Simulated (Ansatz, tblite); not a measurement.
# Si(OMe)Me3 (C4H12OSi): spin states and exact exchange

Is the singlet the ground state of Si(OMe)Me3 (C4H12OSi)? Other spin states are computed and compared level by level.

Method: as each input shows; program: Ansatz 0.2.0, Gaussian basis.

The runs, in order: triplet, at the geometry of the singlet (GFN1-xTB, GFN2-xTB, PBE0-D4/def2-TZVP, PBE-D4/def2-TZVP, r2SCAN-D4/def2-TZVP); the singlet's energies come from earlier runs.

2 further runs of the same task are left out: 2 set aside as unsound or not needed.

## 1. The relaxed structure

The geometry is that of the singlet, from an earlier relaxation (r2SCAN-D4/def2-SVP).

18 atoms, charge 0, spin multiplicity 1.

Bond lengths: Si1–O2 1.680 Å, Si1–C7 1.879 Å, Si1–C11 1.879 Å, Si1–C15 1.867 Å, O2–C3 1.404 Å, C3–H4 1.108 Å, C3–H5 1.102 Å, C3–H6 1.108 Å, C7–H8 1.102 Å, C7–H9 1.103 Å, C7–H10 1.103 Å, C11–H12 1.102 Å, C11–H13 1.103 Å, C11–H14 1.103 Å, C15–H16 1.102 Å, C15–H17 1.102 Å, C15–H18 1.102 Å. Angles: O2–Si1–C7 109.8°, O2–Si1–C11 109.9°, O2–Si1–C15 104.9°, C7–Si1–C11 109.9°, C7–Si1–C15 111.2°, C11–Si1–C15 111.1°, Si1–O2–C3 124.2°, O2–C3–H4 112.3°, O2–C3–H5 108.9°, O2–C3–H6 112.4°, H4–C3–H5 107.6°, H4–C3–H6 107.7°, H5–C3–H6 107.6°, Si1–C7–H8 111.1°, Si1–C7–H9 112.0°, Si1–C7–H10 111.0°, H8–C7–H9 107.7°, H8–C7–H10 107.7° and more.

## 2. Triplet at the fixed geometry, GFN1-xTB

Tight binding, by tblite at 300 K electronic temperature and without a spin-polarisation term:

```python
tblite.interface.Calculator('GFN1-xTB', numbers, positions, charge=0, uhf=2).singlepoint()
```

Energy -578.6220 eV; 0.016 s.

## 3. Triplet at the fixed geometry, GFN2-xTB

Tight binding, by tblite at 300 K electronic temperature and without a spin-polarisation term:

```python
tblite.interface.Calculator('GFN2-xTB', numbers, positions, charge=0, uhf=2).singlepoint()
```

Energy -550.4548 eV; 0.009 s.

## 4. Triplet at the fixed geometry, PBE0-D4/def2-TZVP

in.yaml

```yaml
crystal:
  periodic: [false, false, false]
  atoms:
    - {symbol: Si, position_ang: [-0.150967, -0.262285, -0.218134]}
    - {symbol: O, position_ang: [-0.128999, -0.208713, 1.461303]}
    - {symbol: C, position_ang: [0.463086, 0.820284, 2.210106]}
    - {symbol: H, position_ang: [1.550296, 0.910214, 2.016275]}
    - {symbol: H, position_ang: [0.331868, 0.602791, 3.282533]}
    - {symbol: H, position_ang: [0.001585, 1.807309, 2.008784]}
    - {symbol: C, position_ang: [1.607974, -0.286579, -0.878360]}
    - {symbol: H, position_ang: [2.177614, -1.131496, -0.457510]}
    - {symbol: H, position_ang: [2.153550, 0.640399, -0.635608]}
    - {symbol: H, position_ang: [1.616543, -0.390986, -1.976328]}
    - {symbol: C, position_ang: [-1.065622, 1.233828, -0.892954]}
    - {symbol: H, position_ang: [-2.088358, 1.290325, -0.485215]}
    - {symbol: H, position_ang: [-1.145585, 1.185523, -1.991952]}
    - {symbol: H, position_ang: [-0.552812, 2.178052, -0.645355]}
    - {symbol: C, position_ang: [-1.049235, -1.844857, -0.635751]}
    - {symbol: H, position_ang: [-2.068657, -1.839314, -0.217568]}
    - {symbol: H, position_ang: [-0.521661, -2.717608, -0.218516]}
    - {symbol: H, position_ang: [-1.130621, -1.986887, -1.725762]}
basis:
  gaussian: {orbitals: def2-TZVP}
magnetization: {spin_polarized: true, initial_magnetization: 2}
hamiltonian: {xc: pbe0, dispersion: d4}
scf: {omitted_lower_state_checks: [starts]}
output: {orbitals: {seedname: orbitals}}
```

Command:

```bash
$ ansatz run in.yaml --threads 2 --pin off --events-out ev --progress --plain --max-ram 32768MiB --backend cpu
```

The program printed:

```text
Functional definition: PBE0
  name "PBE0"
  cite "Adamo & Barone, J. Chem. Phys. 110, 6158 (1999) doi:10.1063/1.478522"
  cite "Perdew, Burke & Ernzerhof, Phys. Rev. Lett. 77, 3865 (1996) doi:10.1103/PhysRevLett.77.3865"
  parent pbe
  parameter a = 0.25
  parameter kappa = 0.804
  parameter beta = 0.06672455060314922
  exchange = (1 - a)*pbe_x(kappa = kappa, mu = beta*pi^2/3) + a*exact_x
  correlation = pbe_c(beta = beta)
these checks for a lower state are left out or cut short: starts
1667 factors; their error is unknown
mean field evaluation 1: about -14239.5690 eV, gradient 5.8e1 eV
mean field evaluation 2: about -14234.5663 eV, gradient 6.3e1 eV
mean field evaluation 4: about -14254.8665 eV, gradient 7.2e0 eV
mean field evaluation 8: about -14255.1632 eV, gradient 3.1e-1 eV
mean field evaluation 16: about -14255.1834 eV, gradient 3.2e-2 eV
mean field evaluation 32: about -14255.1834 eV, gradient 8.4e-5 eV
mean field -14255.18336383 eV, -523.8683261106 hartree, gradient 1.4e-5 eV, S^2 2.007255; 0 other end points of the search recorded, 0 dependent functions left out
reference -14255.18340992 eV, -523.8683278043 hartree; 30, 28 occupied and 234, 236 virtual orbitals, 1667 factors
Total energy: -14255.51832166 eV, -523.8806355835 hartree
Checks for a lower state left out: starts
```

Wall time 35 s (2 threads of AMD EPYC 7R13, shared host); peak memory 1.5 GiB.

HOMO -0.85 eV, LUMO -6.58 eV (over both spins; with the spin held, an empty level of the minority spin lies below the top filled one); ⟨S²⟩ 2.007 (pure: 2.00).

## 5. Triplet at the fixed geometry, PBE-D4/def2-TZVP

start.molden holds the orbitals of an earlier run on this state, given as this run's starting guess.

Changes to in.yaml since step 4:

```diff
@@ -22,5 +22,5 @@
 basis:
-  gaussian: {orbitals: def2-TZVP}
+  gaussian: {orbitals: def2-TZVP, initial_orbitals: start.molden}
 magnetization: {spin_polarized: true, initial_magnetization: 2}
-hamiltonian: {xc: pbe0, dispersion: d4}
+hamiltonian: {xc: pbe, dispersion: d4}
 scf: {omitted_lower_state_checks: [starts]}
```

Same command.

The program printed:

```text
Functional definition: PBE
  name "PBE"
  cite "Perdew, Burke & Ernzerhof, Phys. Rev. Lett. 77, 3865 (1996) doi:10.1103/PhysRevLett.77.3865"
  parent pbe
  parameter kappa = 0.804
  parameter beta = 0.06672455060314922
  exchange = pbe_x(kappa = kappa, mu = beta*pi^2/3)
  correlation = pbe_c(beta = beta)
these checks for a lower state are left out or cut short: starts
1651 factors; their error is unknown
mean field evaluation 1: about -14253.9932 eV, gradient 7.9e0 eV
mean field evaluation 2: about -14254.1629 eV, gradient 2.7e-1 eV
mean field evaluation 4: about -14254.1125 eV, gradient 4.0e-2 eV
mean field evaluation 8: about -14254.1126 eV, gradient 1.3e-4 eV
mean field -14254.11261041 eV, -523.8289766479 hartree, gradient 1.9e-5 eV, S^2 2.002403; 0 other end points of the search recorded, 0 dependent functions left out
reference -14254.11267235 eV, -523.8289789243 hartree; 30, 28 occupied and 234, 236 virtual orbitals, 1651 factors
Total energy: -14254.50439896 eV, -523.8433746118 hartree
Checks for a lower state left out: starts
```

Wall time 10 s (2 threads of AMD EPYC 7R13, shared host).

Report: HOMO -0.57 eV, LUMO -7.30 eV (over both spins; with the spin held, an empty level of the minority spin lies below the top filled one); ⟨S²⟩ 2.002 (pure: 2.00).

## 6. Triplet at the fixed geometry, r2SCAN-D4/def2-TZVP

Changes to in.yaml since step 5:

```diff
@@ -24,3 +24,3 @@
 magnetization: {spin_polarized: true, initial_magnetization: 2}
-hamiltonian: {xc: pbe, dispersion: d4}
+hamiltonian: {xc: r2scan, dispersion: d4}
 scf: {omitted_lower_state_checks: [starts]}
```

Launched as before.

The program printed, cut to the lines that bear on the results:

```text
Functional definition: r2SCAN
  name "r2SCAN"
  cite "Furness, Kaplan, Ning, Perdew & Sun, J. Phys. Chem. Lett. 11, 8208 (2020) doi:10.1021/acs.jpclett.0c02405"
  cite "Furness, Kaplan, Ning, Perdew & Sun, J. Phys. Chem. Lett. 11, 9248 (2020) doi:10.1021/acs.jpclett.0c03077"
  parent r2scan
[...]
1651 factors; their error is unknown
[...]
mean field -14261.89497670 eV, -524.1149733340 hartree, gradient 7.0e-6 eV, S^2 2.006735; 0 other end points of the search recorded, 0 dependent functions left out
reference -14261.89499765 eV, -524.1149741042 hartree; 30, 28 occupied and 234, 236 virtual orbitals, 1651 factors
Total energy: -14262.00134985 eV, -524.1188824752 hartree
Checks for a lower state left out: starts
```

Wall time 19 s (2 threads of AMD EPYC 7R13, shared host).

HOMO -0.51 eV, LUMO -7.38 eV (over both spins; with the spin held, an empty level of the minority spin lies below the top filled one); ⟨S²⟩ 2.007 (pure: 2.00).

## 7. Triplet less singlet, vertical

The singlet's energies are those of its earlier runs, whose logs aren't repeated here.

| level | triplet less singlet, vertical (kJ/mol) | time |
| --- | --- | --- |
| GFN1-xTB | +742.4 | 0.026 s |
| GFN2-xTB | +700.1 | 0.016 s |
| PBE-D4/def2-TZVP | +635.2 | 14 s |
| r2SCAN-D4/def2-TZVP | +680.0 | 25 s |
| PBE0-D4/def2-TZVP | +698.5 | 44 s |

Times add the two runs; a level without a time comes out of a correlated run. Tight binding without a spin term can't rank spin states.

## 8. Results

```
                                                quantity                                       value
triplet less singlet, vertical, functionals in def2-TZVP  +635.2 (PBE-D4) to +698.5 kJ/mol (PBE0-D4)
```

**Reading.** All functionals put the triplet above the singlet, over a spread of 63.4 kJ/mol. The checks for a lower triplet were left out, so another state of that spin may lie lower. These are electronic energies, without zero-point motion, entropy or surroundings.
